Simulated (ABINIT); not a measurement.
Cd2S:

```
CELL_PARAMETERS angstrom
3.96267 0.00000 0.00000
-1.98134 3.43177 0.00000
0.00000 0.00000 5.80919
ATOMIC_POSITIONS crystal
Cd 0.33333 0.66667 0.93272
Cd 0.66667 0.33333 0.57873
S 0.33333 0.66667 0.36571
```

The cell comes from a database or a generator and needn't be the stable form of this composition.

Base run:

* Program: ABINIT 10.8.3 (patched build)
* Functional: PBE
* Potentials or basis: JTH PAW PBE v2.0
* Cutoff: 599 eV
* k mesh: 8 × 8 × 5
* Occupations: fermi-dirac, width 0.05 eV
* Spin: no spin polarisation

Its results: band gap on the k mesh 0.24 eV, indirect (least direct gap 0.57 eV); pressure -0.1 GPa; largest force 0.070 eV/Å.

Q: The run is repeated on the same cell with these changes: functional from PBE to LDA; potentials or basis from JTH PAW PBE v2.0 to JTH PAW LDA v2.0. What comes out?

A: Band gap on the k mesh 0.25 eV, indirect (least direct gap 0.57 eV); pressure -4.9 GPa; largest force 0.164 eV/Å.

Caveats: an odd mesh through Γ misses points on the zone boundary, where band edges often lie (some runs).

Not every run made on this cell is shown here.
